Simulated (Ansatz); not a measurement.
# B2N2H8: basis-set convergence

Aim: see how fast density functionals converge with the basis set for B2N2H8.

Program: Ansatz 0.2.0, Gaussian basis. Level of theory: one geometry, several basis sets. These are calculated values, not measurements.

Levels to be run: PBE0-D4/def2-SVP; ωB97M-V/def2-SVP; PBE0-D4/def2-QZVPP; ωB97M-V/def2-QZVPP; the functionals' def2-TZVPP values are taken from earlier runs.

## (1) The geometry

The geometry comes from an earlier relaxation with PBE0-D4/def2-TZVP; it is a stationary point, not always the lowest conformer.

SMILES `[BH2-]1[NH2+][BH2-][NH2+]1`, 12 atoms, charge 0, spin multiplicity 1.

Atoms are counted from 1 here; the program's logs count them from 0.

Bond lengths: B1–N2 1.598 Å, B1–N4 1.598 Å, B1–H5 1.206 Å, B1–H6 1.206 Å, N2–B3 1.598 Å, N2–H7 1.010 Å, N2–H8 1.010 Å, B3–N4 1.598 Å, B3–H9 1.206 Å, B3–H10 1.206 Å, N4–H11 1.010 Å, N4–H12 1.010 Å. Angles: N2–B1–N4 92.5°, N2–B1–H5 111.9°, N2–B1–H6 111.8°, N4–B1–H5 111.9°, N4–B1–H6 111.8°, H5–B1–H6 114.9°, B1–N2–B3 87.5°, B1–N2–H7 115.0°, B1–N2–H8 115.0°, B3–N2–H7 115.0°, B3–N2–H8 115.0°, H7–N2–H8 108.3°, N2–B3–N4 92.5°, N2–B3–H9 111.8°, N2–B3–H10 111.9°, N4–B3–H9 111.8°, N4–B3–H10 111.9°, H9–B3–H10 114.9° and more.

## (2) PBE0-D4 in def2-SVP

Input file in.yaml:

```yaml
crystal:
  periodic: [false, false, false]
  atoms:
    - {symbol: B, position_ang: [-1.079748, -0.012066, -0.204024]}
    - {symbol: N, position_ang: [-0.204143, -0.223640, 1.116275]}
    - {symbol: B, position_ang: [1.092532, 0.004008, 0.209937]}
    - {symbol: N, position_ang: [0.217041, 0.212946, -1.110856]}
    - {symbol: H, position_ang: [-1.675861, -1.013891, -0.513147]}
    - {symbol: H, position_ang: [-1.758933, 0.982328, -0.137535]}
    - {symbol: H, position_ang: [-0.277174, -1.139836, 1.535075]}
    - {symbol: H, position_ang: [-0.346987, 0.467236, 1.839049]}
    - {symbol: H, position_ang: [1.685392, 1.007818, 0.518830]}
    - {symbol: H, position_ang: [1.774798, -0.988356, 0.144435]}
    - {symbol: H, position_ang: [0.290503, 1.128053, -1.531926]}
    - {symbol: H, position_ang: [0.359579, -0.479803, -1.831913]}
basis:
  gaussian: {orbitals: def2-SVP}
hamiltonian: {xc: pbe0, dispersion: d4}
output: {orbitals: {seedname: orbitals}}
```

Command:

```console
$ ansatz run in.yaml --threads 4 --pin off --events-out ev --progress --plain --max-ram 10444MiB
```

After this run come: ωB97M-V in def2-SVP; PBE0-D4 in def2-QZVPP; ωB97M-V in def2-QZVPP.

Before running them: what should the planned runs give, taken together? Wanted: PBE0-D4: double and triple zeta above quadruple; ωB97M-V: double and triple zeta above quadruple.

The runs gave:

| quantity | value |
| --- | --- |
| PBE0-D4: double and triple zeta above quadruple | 5.21, 0.27 eV |
| ωB97M-V: double and triple zeta above quadruple | 5.47, 0.25 eV |

PBE0-D4 gains 4.95 eV from double to triple zeta, then 0.27 eV more. Total energies overstate the basis error of differences, where much of it tends to cancel. The LUMO of ωB97M-V is positive and keeps falling with the basis (3.19 to 1.47 eV): an unbound level that the basis holds in place.
